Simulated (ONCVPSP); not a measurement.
**Gold: generating and testing an ONCV potential**

Task: generate the file, and judge it by its errors in other configurations, its logarithmic derivatives, its ghosts and its cutoff.

Method: ONCVPSP 4.0.1.1 (patched build), PBEsol, scalar-relativistic.

## (1) Starting point

Typed settings, in words:

* element: gold (Au, Z = 79)
* type: optimised norm-conserving Vanderbilt (ONCV)
* frozen core: [Kr] 4d10 4f14
* valence charge: 19
* reference configuration: 5s2 5p6 5d10 6s1
* partial waves: 5s+6s: rc 1.75 bohr, ncon 4, nbas 9, qcut 7.9 1/bohr, 2 projectors; 5p: rc 1.45 bohr, ncon 4, nbas 9, qcut 11.7 1/bohr, 2 projectors, debl 0.2 Ha; 5d: rc 1.60 bohr, ncon 4, nbas 7, qcut 6.7 1/bohr, 2 projectors, debl 2.9 Ha
* local potential: polynomial inside 0.95 bohr (lpopt 1, dvloc0 6 Ha)
* core correction: Teter function, fcfact 4, rcfact 1.8

The outer shells as boxes (Hund's rule for the drawing; the calculation is spin-unpolarised):

```
[Kr] core
4d [↑↓][↑↓][↑↓][↑↓][↑↓]
4f [↑↓][↑↓][↑↓][↑↓][↑↓][↑↓][↑↓]
5s [↑↓]
5p [↑↓][↑↓][↑↓]
5d [↑↓][↑↓][↑↓][↑↓][↑↓]
6s [↑ ]
```

An earlier all-electron run gives the scale for the radii.

All-electron outer shells of the reference configuration (PBEsol, scalar-relativistic, ld1.x):

```json
{"shell": "5s", "level (eV)": "-108.44", "outermost node (bohr)": "0.48", "outermost maximum (bohr)": "0.84"}
{"shell": "4f", "level (eV)": "-81.19", "outermost node (bohr)": "–", "outermost maximum (bohr)": "0.37"}
{"shell": "5p", "level (eV)": "-59.80", "outermost node (bohr)": "0.52", "outermost maximum (bohr)": "0.96"}
{"shell": "5d", "level (eV)": "-6.90", "outermost node (bohr)": "0.56", "outermost maximum (bohr)": "1.21"}
{"shell": "6s", "level (eV)": "-5.80", "outermost node (bohr)": "1.11", "outermost maximum (bohr)": "2.32"}
{"shell": "6p", "level (eV)": "-0.70", "outermost node (bohr)": "1.32", "outermost maximum (bohr)": "3.55"}
```

## (2) Generation

The input, Au.dat:

```
# ATOM AND REFERENCE CONFIGURATION
# atsym  z   nc   nv     iexc    psfile
  Au 79.00   10    4  -116133      upf
#
#   n    l    f
    1    0    2.00
    2    0    2.00
    2    1    6.00
    3    0    2.00
    3    1    6.00
    3    2   10.00
    4    0    2.00
    4    1    6.00
    4    2   10.00
    4    3   14.00
    5    0    2.00
    5    1    6.00
    5    2   10.00
    6    0    1.00
#
# PSEUDOPOTENTIAL AND OPTIMIZATION
# lmax
    2
#
#   l,   rc,      ep,       ncon, nbas, qcut
    0    1.75    0.00    4    9    7.90
    1    1.45    0.00    4    9   11.70
    2    1.60    0.00    4    7    6.70
#
# LOCAL POTENTIAL
# lloc, lpopt,  rc(5),   dvloc0
    4    1    0.95    6.00
#
# VANDERBILT-KLEINMAN-BYLANDER PROJECTORs
# l, nproj, debl
    0    2    1.20
    1    2    0.20
    2    2    2.90
#
# MODEL CORE CHARGE
# icmod, fcfact, rcfact
    3    4.00    1.80
#
# LOG DERIVATIVE ANALYSIS
# epsh1, epsh2, depsh
   -5.00    5.00    0.04
#
# OUTPUT GRID
# rlmax, drl
    6.00    0.01
#
# TEST CONFIGURATIONS
# ncnf
    4
# nvcnf
#   n    l    f
    4
    5    0    2.00
    5    1    6.00
    5    2   10.00
    6    0    0.00
#
    4
    5    0    2.00
    5    1    6.00
    5    2    9.00
    6    0    0.00
#
    4
    5    0    2.00
    5    1    6.00
    5    2    8.00
    6    0    0.00
#
    4
    5    0    2.00
    5    1    6.00
    5    2   10.00
    6    0    0.50
#
```

Command:

```sh
$ oncvpsp.x < Au.dat > Au.out
```

Before running it: what results should come out? Wanted: cutoffs for 1 and 0.1 mHa per electron, occupied waves; bound ghosts; GHOST(+) flags; largest test error; largest phase difference near zero energy, channels read; rms error of d²Exc/dn², without and with the model core; projector energies reset by the program.

The runs gave:

```
                                                quantity                         value
  cutoffs for 1 and 0.1 mHa per electron, occupied waves               40 Ha and 48 Ha
                                            bound ghosts                    none found
                                          GHOST(+) flags                   s at 180 eV
                            largest test error (AE − PS)  -43 meV, for 5s2 5p6 5d8 6s0
largest phase difference near zero energy, channels read                     0.000 rad
 rms error of d²Exc/dn², without and with the model core             7.72 and 3.54 mHa
                 projector energies reset by the program           p: -2.198, 0.250 Ha
```

In words: The worst unpolarised test, 5s2 5p6 5d8 6s0, is off by 43 meV on 64.6 eV; by total energies transferability rates as fair. That test lies far up in energy; among those under 40 eV, nearer to bonding, the largest error is 12 meV. It counts as hard, with 40 Ha needed at the looser tolerance. At the looser tolerance the 5p wave is the slowest; 5d needs 20 Ha. No bound ghost shows below the valence levels. Near zero energy the phases of the channels with partial waves agree within 0.001 rad. The program also flags highly localised states, GHOST(+) (s). Note that the frozen 4f shell (-81 eV) lies higher than the valence 5s shell (-108 eV). All of this concerns the isolated atom, not yet a solid.
